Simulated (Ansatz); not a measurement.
# C₂H₁₀AlAsO: a ladder of functionals and wavefunction methods

The task here is to estimate one member of a computed series from the others.

Method: functionals in def2-TZVPP, the program's frozen cores in correlated methods; program: Ansatz 0.2.0, Gaussian basis.

Levels to be run: LDA (SPW92), PBE-D4, revPBE-D4, BLYP-D4, r2SCAN-D4, B97M-V, PBE0-D4, B3LYP-D4, r2SCANh-D4, r2SCAN0-D4, HSE06-D4, BHLYP-D4, CAM-B3LYP-D4, LC-ωPBE, ωB97X-V, ωB97M-V, B2PLYP, PBE-QIDH; CCSD(T)/def2-SVP; MP2/def2-TZVPP; MP2/def2-QZVPP; RPA on PBE.

### The geometry

All runs share one geometry, relaxed beforehand with PBE0-D4 in a triple-zeta def2 set.

SMILES `[CH3][Al-]([CH3])([OH])[AsH3+]`, 15 atoms, charge 0, spin multiplicity 1.

Atoms are counted from 1 here; the program's logs count them from 0.

Bond lengths: C1–Al2 1.964 Å, C1–H6 1.096 Å, C1–H7 1.095 Å, C1–H8 1.095 Å, Al2–C3 1.958 Å, Al2–O4 1.726 Å, Al2–As5 2.751 Å, C3–H9 1.094 Å, C3–H10 1.096 Å, C3–H11 1.095 Å, O4–H12 0.955 Å, As5–H13 1.509 Å, As5–H14 1.511 Å, As5–H15 1.513 Å. Angles: Al2–C1–H6 110.7°, Al2–C1–H7 111.9°, Al2–C1–H8 113.0°, H6–C1–H7 106.6°, H6–C1–H8 106.8°, H7–C1–H8 107.5°, C1–Al2–C3 122.4°, C1–Al2–O4 118.9°, C1–Al2–As5 100.0°, C3–Al2–O4 114.8°, C3–Al2–As5 97.4°, O4–Al2–As5 92.0°, Al2–C3–H9 112.0°, Al2–C3–H10 110.5°, Al2–C3–H11 112.5°, H9–C3–H10 106.8°, H9–C3–H11 107.9°, H10–C3–H11 106.7° and more.

Coordinates:

```xyz
15

C    -1.7259   -0.2414    1.1102
Al    0.0854   -0.5899    0.4344
C     1.6753    0.2383    1.2210
O     0.3847   -2.0500   -0.4361
As    0.0241    0.8923   -1.8820
H    -1.9022   -0.7864    2.0446
H    -1.8816    0.8194    1.3327
H    -2.5100   -0.5493    0.4112
H     2.5646    0.0889    0.6017
H     1.8935   -0.2022    2.2003
H     1.5525    1.3146    1.3801
H    -0.3230   -2.6570   -0.6449
H     1.2607    0.7925   -2.7418
H    -0.9552    0.4944   -2.9613
H    -0.1646    2.3849   -2.0406
```

The first run:

Contents of in.yaml:

```yaml
crystal:
  periodic: [false, false, false]
  atoms:
    - {symbol: C, position_ang: [-1.725934, -0.241420, 1.110163]}
    - {symbol: Al, position_ang: [0.085421, -0.589929, 0.434367]}
    - {symbol: C, position_ang: [1.675260, 0.238348, 1.221036]}
    - {symbol: O, position_ang: [0.384673, -2.050031, -0.436056]}
    - {symbol: As, position_ang: [0.024120, 0.892319, -1.882021]}
    - {symbol: H, position_ang: [-1.902221, -0.786353, 2.044587]}
    - {symbol: H, position_ang: [-1.881632, 0.819364, 1.332658]}
    - {symbol: H, position_ang: [-2.510036, -0.549307, 0.411197]}
    - {symbol: H, position_ang: [2.564574, 0.088880, 0.601665]}
    - {symbol: H, position_ang: [1.893545, -0.202225, 2.200332]}
    - {symbol: H, position_ang: [1.552539, 1.314573, 1.380091]}
    - {symbol: H, position_ang: [-0.322968, -2.656997, -0.644928]}
    - {symbol: H, position_ang: [1.260669, 0.792500, -2.741808]}
    - {symbol: H, position_ang: [-0.955216, 0.494436, -2.961345]}
    - {symbol: H, position_ang: [-0.164593, 2.384943, -2.040639]}
basis:
  gaussian: {orbitals: def2-TZVPP}
hamiltonian: {xc: lda}
output: {orbitals: {seedname: orbitals}}
```

Command:

```
$ ansatz run in.yaml --threads 4 --pin off --events-out ev --progress --plain --max-ram 11315MiB
```

Among the steps run: LDA; PBE-D4 (GGA); revPBE-D4 (GGA); BLYP-D4 (GGA); r2SCAN-D4 (meta-GGA); B97M-V (meta-GGA); PBE0-D4 (hybrid); B3LYP-D4 (hybrid); r2SCANh-D4 (hybrid); r2SCAN0-D4 (hybrid); HSE06-D4 (hybrid); BHLYP-D4 (hybrid); CAM-B3LYP-D4 (range-separated); LC-ωPBE (range-separated); ωB97X-V (range-separated); ωB97M-V (range-separated); B2PLYP (double hybrid); PBE-QIDH (double hybrid).

One of the session's tables, all rows but one given; the rest of the session is left out.

It belongs to the step «Frontier levels by functional». 

```
  functional  HOMO (eV)  gap (eV)
 LDA (SPW92)      -6.02      5.02
      PBE-D4      -5.90      5.04
   revPBE-D4      -5.84      5.06
     BLYP-D4      -5.79      5.02
   r2SCAN-D4      -6.15      5.53
      B97M-V      -6.24      5.49
     PBE0-D4          ?         ?
    B3LYP-D4      -6.98      6.72
  r2SCANh-D4      -6.63      6.31
  r2SCAN0-D4      -7.35      7.47
    HSE06-D4      -6.77      6.37
    BHLYP-D4      -8.39      9.21
CAM-B3LYP-D4      -8.57      9.53
     LC-ωPBE      -9.91     12.11
     ωB97X-V      -9.56     11.58
     ωB97M-V      -9.44     11.10
```

Q: Estimate the row for PBE0-D4 from the others.

As computed: HOMO (eV): -7.17; gap (eV): 7.15. In the column «HOMO (eV)» it lies between r2SCAN0-D4 (-7.35) and B3LYP-D4 (-6.98).
